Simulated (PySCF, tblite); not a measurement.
**C₂H₁₃Si₄ radical: geometry, infrared bands and EPR parameters**

Wanted: the infrared bands and EPR parameters of C₂H₁₃Si₄ radical (`C[Si@@H]([SiH2])[SiH2]C[SiH3]`), by calculation.

The runs use tblite 0.8.0 and PySCF 2.14.0, with density-fitted response routines of our own; the level of theory stands in each step. All values are computed, except where a source is named. Atoms count from 0, in the outputs and in this text.

## (1) The molecule as given

19 atoms, charge 0, multiplicity 2; geometry from: force field or distance geometry start.

Bonds of the start (Å): C0–Si1 1.85, Si1–Si2 2.23, Si1–Si3 2.22, Si3–C4 1.85, C4–Si5 1.86, C0–H6 1.10, C0–H7 1.11, C0–H8 1.12, Si1–H9 1.46, Si2–H10 1.48, Si2–H11 1.46, Si3–H12 1.48, Si3–H13 1.49, C4–H14 1.13, C4–H15 1.10, Si5–H16 1.47, Si5–H17 1.46, Si5–H18 1.47.

## (2) Optimising the geometry with GFN2-xTB

What the job is given:

```
{"job": {"kind": "relax", "xc": "GFN2-xTB", "basis": "xTB"}, "charge": 0, "multiplicity": 2}
C      1.427900     1.829400     0.631500
Si     1.388800     0.271200    -0.361400
Si     3.302500    -0.872800    -0.297100
Si    -0.205800    -1.031700     0.458400
C     -1.668700    -0.871900    -0.661500
Si    -2.866600     0.450200    -0.129800
H      2.445000     2.031500     1.007100
H      0.747200     1.733800     1.497800
H      1.149100     2.704800    -0.002800
H      1.067500     0.577500    -1.748500
H      3.210500    -1.880900    -1.380600
H      3.369200    -1.608500     0.962400
H     -0.561600    -0.645500     1.839300
H      0.273000    -2.438300     0.517300
H     -1.285900    -0.655000    -1.696900
H     -2.191000    -1.838400    -0.650500
H     -3.222900     0.163200     1.270100
H     -2.326000     1.796100    -0.287400
H     -4.062000     0.294600    -0.974700
```

Command:

```sh
$ OMP_NUM_THREADS=1 python probes_run.py task.json out
```

The driver reads the jobs from task.json and runs them one after another.

The log of the run:

```text
step      E/eV     max force
  0    -482.00687    1.688
  1    -482.13856    0.687
  2    -482.18837    0.437
  3    -482.22634    0.454
  4    -482.27546    0.551
  5    -482.30072    0.424
  6    -482.31571    0.279
  7    -482.33060    0.266
  8    -482.34770    0.411
  9    -482.36826    0.550
 10    -482.38683    0.423
 11    -482.39650    0.189
 12    -482.40158    0.156
 13    -482.40803    0.212
 14    -482.41594    0.272
 15    -482.42417    0.284
 16    -482.43204    0.224
 17    -482.43928    0.175
 18    -482.44583    0.207
 19    -482.45247    0.202
 20    -482.45837    0.178
 21    -482.46351    0.191
 22    -482.46917    0.204
 23    -482.47500    0.194
 24    -482.48009    0.163
 25    -482.48504    0.152
 26    -482.49058    0.179
 27    -482.49691    0.200
 28    -482.50346    0.194
 29    -482.50845    0.144
 30    -482.51168    0.122
 31    -482.51457    0.144
 32    -482.51759    0.198
 33    -482.52024    0.180
 34    -482.52212    0.109
 35    -482.52346    0.072
 36    -482.52477    0.103
 37    -482.52613    0.106
 38    -482.52733    0.100
 39    -482.52835    0.087
 40    -482.52935    0.091
 41    -482.53039    0.098
 42    -482.53144    0.089
 43    -482.53244    0.075
 44    -482.53343    0.074
 45    -482.53465    0.101
 46    -482.53634    0.130
 47    -482.53830    0.127
 48    -482.54008    0.101
 49    -482.54155    0.088
 50    -482.54275    0.084
 51    -482.54371    0.067
 52    -482.54447    0.055
 53    -482.54504    0.054
 54    -482.54556    0.055
 55    -482.54619    0.062
 56    -482.54693    0.061
 57    -482.54763    0.064
 58    -482.54818    0.055
 59    -482.54866    0.056
 60    -482.54916    0.057
 61    -482.54970    0.051
 62    -482.55021    0.057
 63    -482.55068    0.054
 64    -482.55122    0.074
 65    -482.55191    0.081
 66    -482.55260    0.061
 67    -482.55321    0.062
 68    -482.55380    0.060
 69    -482.55460    0.087
 70    -482.55585    0.136
 71    -482.55757    0.153
 72    -482.55939    0.114
 73    -482.56079    0.070
 74    -482.56163    0.057
 75    -482.56199    0.093
 76    -482.56284    0.075
 77    -482.56395    0.071
 78    -482.56574    0.081
 79    -482.56730    0.098
 80    -482.56825    0.094
 81    -482.56929    0.080
 82    -482.56984    0.083
 83    -482.57053    0.071
 84    -482.57119    0.070
 85    -482.57201    0.072
 86    -482.57305    0.106
 87    -482.57441    0.105
 88    -482.57562    0.067
 89    -482.57633    0.061
 90    -482.57664    0.057
 91    -482.57712    0.084
 92    -482.57782    0.086
 93    -482.58005    0.076
 94    -482.58159    0.082
 95    -482.58299    0.079
 96    -482.58423    0.082
 97    -482.58523    0.075
 98    -482.58604    0.109
 99    -482.58735    0.103
100    -482.59186    0.111
101    -482.59399    0.128
102    -482.59496    0.111
103    -482.59574    0.124
104    -482.59650    0.072
105    -482.59717    0.042
106    -482.59751    0.031
107    -482.59774    0.041
108    -482.59794    0.044
109    -482.59828    0.045
110    -482.59876    0.046
111    -482.59923    0.038
112    -482.59955    0.058
113    -482.59977    0.033
114    -482.60000    0.029
115    -482.60044    0.049
116    -482.60099    0.059
117    -482.60191    0.082
118    -482.60296    0.081
119    -482.60407    0.068
120    -482.60502    0.064
121    -482.60588    0.058
122    -482.60673    0.082
123    -482.60755    0.069
124    -482.60835    0.064
125    -482.60915    0.070
126    -482.60986    0.064
127    -482.61031    0.054
128    -482.61080    0.066
129    -482.61115    0.047
130    -482.61143    0.040
131    -482.61168    0.049
132    -482.61199    0.045
133    -482.61220    0.043
134    -482.61239    0.035
135    -482.61247    0.021
136    -482.61253    0.019
137    -482.61260    0.021
138    -482.61268    0.026
139    -482.61276    0.025
140    -482.61285    0.020
141    -482.61296    0.030
142    -482.61309    0.034
143    -482.61324    0.030
144    -482.61339    0.023
145    -482.61352    0.039
146    -482.61365    0.025
147    -482.61379    0.018
148    -482.61389    0.017
149    -482.61397    0.020
150    -482.61407    0.023
151    -482.61417    0.025
152    -482.61429    0.025
153    -482.61443    0.023
154    -482.61456    0.022
155    -482.61468    0.020
156    -482.61478    0.021
157    -482.61485    0.019
158    -482.61492    0.016
159    -482.61499    0.020
160    -482.61507    0.018
161    -482.61515    0.024
162    -482.61522    0.020
163    -482.61527    0.019
164    -482.61531    0.018
165    -482.61536    0.014
166    -482.61539    0.016
167    -482.61543    0.012
168    -482.61545    0.011
169    -482.61548    0.012
170    -482.61552    0.021
171    -482.61559    0.027
172    -482.61569    0.027
173    -482.61579    0.019
174    -482.61586    0.018
175    -482.61592    0.014
176    -482.61596    0.015
177    -482.61600    0.017
178    -482.61603    0.010
179    -482.61605    0.009
```

It took 2.2 s on 1 thread of Intel Xeon Platinum 8488C, shared host; peak memory 0.18 GiB.

Along the way: (not every step is listed)

```
step  energy from step 0 (eV)  largest force (eV/Å)
   0                   0.0000                1.6884
   1                  -0.1317                0.6869
   2                  -0.1815                0.4372
   3                  -0.2195                0.4536
   4                  -0.2686                0.5514
   5                  -0.2939                0.4238
   6                  -0.3088                0.2792
   7                  -0.3237                0.2656
   8                  -0.3408                0.4109
  24                  -0.4732                0.1631
  40                  -0.5225                0.0911
  56                  -0.5401                0.0615
  72                  -0.5525                0.1142
  88                  -0.5688                0.0665
 104                  -0.5896                0.0718
 120                  -0.5982                0.0643
 136                  -0.6057                0.0195
 152                  -0.6074                0.0246
 168                  -0.6086                0.0112
 174                  -0.6090                0.0181
 175                  -0.6091                0.0140
 176                  -0.6091                0.0149
 177                  -0.6091                0.0169
 178                  -0.6092                0.0105
 179                  -0.6092                0.0087
```

Distances of close pairs at the start and the end, largest changes first:

```
   bond  before (Å)  after (Å)  change (Å)
Si1–Si3       2.216      2.333      +0.116
 C0–Si1       1.848      1.910      +0.062
 Si3–C4       1.849      1.908      +0.059
Si1–Si2       2.230      2.285      +0.054
 C4–Si5       1.862      1.897      +0.036
 C4–H14       1.125      1.091      -0.034
 Si1–H9       1.456      1.488      +0.031
  C0–H8       1.116      1.086      -0.030
```

The next job starts from the end point, and lists it.

## (3) Infrared spectrum with GFN2-xTB

What the job is given:

```
{"job": {"kind": "ir", "xc": "GFN2-xTB", "basis": "xTB"}, "charge": 0, "multiplicity": 2}
C      1.370278     1.636978     0.801378
Si     1.345268     0.067750    -0.287722
Si     3.514441    -0.636685    -0.420024
Si    -0.408748    -1.284714     0.444238
C     -2.011521    -1.008225    -0.553991
Si    -2.808421     0.703031    -0.361732
H      2.059596     2.382454     0.416692
H      1.671651     1.406991     1.819596
H      0.385680     2.093635     0.847579
H      1.010359     0.552806    -1.653518
H      3.853478    -1.844886    -1.181277
H      4.348504    -0.731154     0.784668
H     -0.733486    -1.133960     1.872547
H     -0.024441    -2.700494     0.277733
H     -1.791560    -1.179327    -1.609187
H     -2.741576    -1.768258    -0.271835
H     -3.091930     0.956208     1.053717
H     -1.894839     1.731372    -0.867402
H     -4.062537     0.765727    -1.118922
```

The log of the run:

```text
mode    cm-1     km/mol
  1      20.3      0.12
  2      39.8      0.17
  3      81.9      1.51
  4      89.4      1.80
  5      97.6      0.31
  6     124.0      0.54
  7     125.5      0.51
  8     154.8      3.48
  9     158.1      3.75
 10     200.5      1.53
 11     361.3      5.73
 12     375.0     13.19
 13     389.7     19.40
 14     399.7     17.32
 15     491.9     24.64
 16     507.6     18.40
 17     522.1     37.77
 18     550.8      8.16
 19     607.0    295.71
 20     620.9    118.56
 21     646.7    193.72
 22     707.6     64.71
 23     724.5     70.74
 24     735.8    389.21
 25     789.0    365.64
 26     793.4    193.65
 27     798.4    145.08
 28     804.3    267.98
 29     814.7     60.22
 30     820.2    172.13
 31     829.1    271.69
 32     835.3     58.30
 33    1017.8      9.23
 34    1130.9     60.80
 35    1378.9      3.54
 36    1457.8      1.08
 37    1507.1      0.10
 38    1507.9      0.74
 39    2018.2    264.87
 40    2132.7    357.03
 41    2164.6    180.72
 42    2194.4    282.20
 43    2199.7    444.69
 44    2236.9    517.10
 45    2242.9    452.44
 46    2247.0    119.31
 47    2959.1     52.03
 48    2969.8     17.95
 49    3026.9     40.94
 50    3030.7     28.51
 51    3038.6     12.62
```

It took 1.3 s on 1 thread of Intel Xeon Platinum 8488C, shared host; peak memory 0.18 GiB.

The strongest bands and the atoms that carry them (share of the mass-weighted mode):

```
cm⁻¹  km/mol                                  atoms
 607   295.7            H9 35 %, H13 29 %, H12 12 %
 736   389.2  C4 17 %, H12 14 %, H15 12 %, H13 11 %
 789   365.6                     H16 44 %, H17 28 %
2133   357.0                               H13 91 %
2194   282.2                               H11 92 %
2200   444.7                               H10 91 %
2237   517.1                     H18 80 %, H17 11 %
2243   452.4                     H17 55 %, H16 39 %
```

## (4) EPR parameters: B3LYP/pcH-1

The job, as its differences from that of step 3:

```diff
@@ -1,2 +1,2 @@
-{"job": {"kind": "ir", "xc": "GFN2-xTB", "basis": "xTB"}, "charge": 0, "multiplicity": 2}
+{"job": {"kind": "epr", "basis": "pcH-1"}, "charge": 0, "multiplicity": 2}
 C      1.370278     1.636978     0.801378
```

With the program's defaults for keys left out, this is: UKS B3LYP, pcH-1 on C H Si, non-relativistic, mean-field spin-orbit, GIAO.

The log of the run:

```text
UKS, coarse grid
  cycle   1  E = -1241.96565604  |g| = 3.99e-01
  cycle   2  E = -1241.91229923  |g| = 4.82e-01
  cycle   3  E = -1242.03337407  |g| = 5.80e-02
  cycle   4  E = -1242.03516927  |g| = 1.56e-02
  cycle   5  E = -1242.03527664  |g| = 7.15e-03
  cycle   6  E = -1242.03530511  |g| = 1.25e-03
  cycle   7  E = -1242.03530742  |g| = 4.81e-04
UKS, final grid
  cycle   1  E = -1242.03529486  |g| = 5.28e-04
  cycle   2  E = -1242.03529479  |g| = 6.64e-04
  cycle   3  E = -1242.03529505  |g| = 6.79e-05
  cycle   4  E = -1242.03529505  |g| = 2.28e-05
E = -1242.03529505 Eh   <S^2> = 0.7526 (exact 0.7500)
g shifts (ppm)      1          2          3
  rmc          -123       -123       -123
  gc              6         38         48
  oz_so        -237       2315       4049
  total        -354       2230       3974
hyperfine (MHz)  atom isotope    a_iso     a_fc   dipolar eigenvalues
    0   13C       1.55       1.55     -0.39     -0.18      0.58
    1  29Si      -8.26      -8.25     -5.73      1.13      4.60
    2  29Si    -331.61    -332.55   -172.22     85.23     86.99
    3  29Si     -60.68     -60.75    -11.73      5.44      6.30
    4   13C       6.69       6.69     -1.01     -0.96      1.97
    5  29Si       0.32       0.32     -0.14      0.04      0.10
    6    1H      -0.50      -0.50     -1.99     -1.34      3.34
    7    1H       0.41       0.40     -1.45     -1.01      2.46
    8    1H      -1.55      -1.55     -1.10     -0.50      1.60
    9    1H      10.81      10.81     -2.62     -1.21      3.84
   10    1H      -4.88      -4.91    -10.24      2.06      8.18
   11    1H      -0.58      -0.61    -10.31      2.21      8.10
   12    1H       6.38       6.38     -1.02     -0.48      1.50
   13    1H      -2.44      -2.44     -1.47     -0.52      1.99
   14    1H      -0.52      -0.52     -0.97     -0.11      1.08
   15    1H       4.54       4.54     -0.80     -0.14      0.94
   16    1H      -0.01      -0.01     -0.32     -0.27      0.59
   17    1H      -0.09      -0.08     -0.49     -0.33      0.82
   18    1H       0.10       0.10     -0.23     -0.18      0.41
```

Wall time 2 min (1 thread of Intel Xeon Platinum 8488C, shared host); peak memory 1.1 GiB.

Principal g values 2.00197, 2.00455, 2.00629; g(iso) = 2.00427, against 2.00232 for a free electron.

Hyperfine couplings; where a row names several nuclei, a(iso) is their mean (it holds for fast rotation or exchange) and the dipolar term the largest among them:

```
       nuclei  isotope  a(iso) (MHz)  a(iso) (G, at g = 2.0023)  largest dipolar term (MHz)
          Si2     29Si        -331.6                     -118.3                      -172.2
          Si3     29Si         -60.7                      -21.7                       -11.7
           H9       1H          10.8                        3.9                         3.8
          Si1     29Si          -8.3                       -2.9                        -5.7
           C4      13C           6.7                        2.4                         2.0
          H12       1H           6.4                        2.3                         1.5
          H15       1H           4.5                        1.6                         0.9
     H10, H11       1H          -2.7                       -1.0                       -10.3
          H13       1H          -2.4                       -0.9                         2.0
           C0      13C           1.5                        0.6                         0.6
   H6, H7, H8       1H          -0.5                       -0.2                         3.3
          H14       1H          -0.5                       -0.2                         1.1
          Si5     29Si           0.3                        0.1                        -0.1
H16, H17, H18       1H           0.0                        0.0                         0.8
```

Mulliken spin populations:

C0 0.00; Si1 0.01; Si2 0.97; Si3 0.05; C4 0.01; Si5 0.00; H6 0.00; H7 0.00; H8 0.00; H9 0.00; H10 -0.02; H11 -0.02; H12 0.00; H13 0.00; H14 0.00; H15 0.00; H16 0.00; H17 0.00; H18 0.00

In first order the couplings over 0.8 MHz of 1H give 48 distinct lines over 10.6 G, if the averaged nuclei exchange fast; the same motion can average rows kept apart here too.

The fields below are evaluated on a grid from the run's orbitals.

ELF in a plane through or near 5 of the atoms.

Ten even steps from ' ' (0.00) to '@' (1.00):
```
                                                        
                                                        
                                                        
                --##++..                                
              ..@@@@@@==--##==    ..                    
              ..@@@@@@****@@##  ..##++::                
                **@@@@++**%%==  ==@@%%==....            
        ..::..    ::####**::    **@@%%::::++##**::      
      ..--++++==::--++====::    ::**::##..@@@@@@##      
      ::++##++==%%##::%%::--::  ..==..++::@@@@@@%%      
      ::**##..::++@@::##::##==..::##%%====%%@@@@**      
      ..====++##::@@**::**%%++==**==**##::..::::..      
        ..==::..==**++==++++--==**==++++::              
        ..%%@@@@++::    ..::....==**++++--              
        ::@@@@@@++..      ::..  ..------::              
        ::##@@%%--      ..--::                          
          ..--::          ::..                          
                                                        
                                                        
                                                        
```
The map spans 14.0 Å across and 10.3 Å up, centred on the molecule. Atoms in the plane (x, y in Å): Si1 (-1.3, 0.0), Si2 (-3.5, -0.7), C4 (2.0, -1.1), Si5 (2.8, 0.6), H6 (-2.0, 2.4).

log10 of the density (e/Å³) in the same plane.

Ten even steps from ' ' (-4.0) to '@' (2.0):
```
                                                        
                    ..                                  
                ..::::::......                          
              ..------------::..........                
            ..::==++++++====--::::::::::::....          
          ..::--==**##**++++==----======----::....      
        ..::::--==++******++==--==++++++====--::..      
    ..::::------==++******++==--==++**++++++==--::..    
    ..::--========++****++++==--==++##@@****++==--::    
  ..::--==++++++++**##@@##++======++**%%****++==--::    
  ..::--==++**##****##@@##++++==++******++++++==--..    
  ..::--==++%%@@******++**++++++********++==----::..    
  ..::--==++****++++++++++++++++**##****==--::....      
    ..::--++**++++==--========++++****++==--::          
    ..::--==++++==--------========++++==----..          
      ::::--====--::::::----------------::..            
      ....::::::::......::::::::::::::....              
          ........      ..........                      
                                                        
                                                        
```
The map spans 14.0 Å across and 10.3 Å up, centred on the molecule. Atoms in the plane (x, y in Å): Si1 (-1.3, 0.0), Si2 (-3.5, -0.7), C4 (2.0, -1.1), Si5 (2.8, 0.6), H6 (-2.0, 2.4).

On the surface of density 0.002 e/bohr³ the electrostatic potential runs, from the 1st to the 99th percentile, from -0.09 to 1.10 V.

The spin density lies nearest to Si2 65 %; H10, H11 about 10 % each.

## (5) Results

```
                                                                  quantity                    value
                                 strongest single infrared mode (GFN2-xTB)    2237 cm⁻¹, 517 km/mol
                                              zero-point energy (GFN2-xTB)            79.6 kcal/mol
                                                            g(iso) (B3LYP)                  2.00427
                                                                      ⟨S²⟩       0.753 (exact 0.75)
                                        largest a(iso) (averaged by class)  29Si on Si2, -331.6 MHz
potential on the surface of density 0.002 e/bohr³, 1st and 99th percentile       -0.09 V and 1.10 V
```

What this shows: Relaxing lowered the energy by 0.609 eV in 179 steps; the close pair that moved most is Si1–Si3, from 2.216 to 2.333 Å. No mode is imaginary among the 51: a minimum at this level. The strongest single mode, at 2237 cm⁻¹, moves mainly H18. GFN2-xTB is a fitted tight-binding method: band positions and strengths are rough. Its intensities can rank the bands wrongly. Most of the unpaired spin sits on Si2 (0.97 e). The isotropic g lies 2.0 ppt above the free-electron value. These values are for one conformer; the search (at its own cheap level) found 2 more, at 0.92, 1.93 kcal/mol, and measured spectra average over such forms.
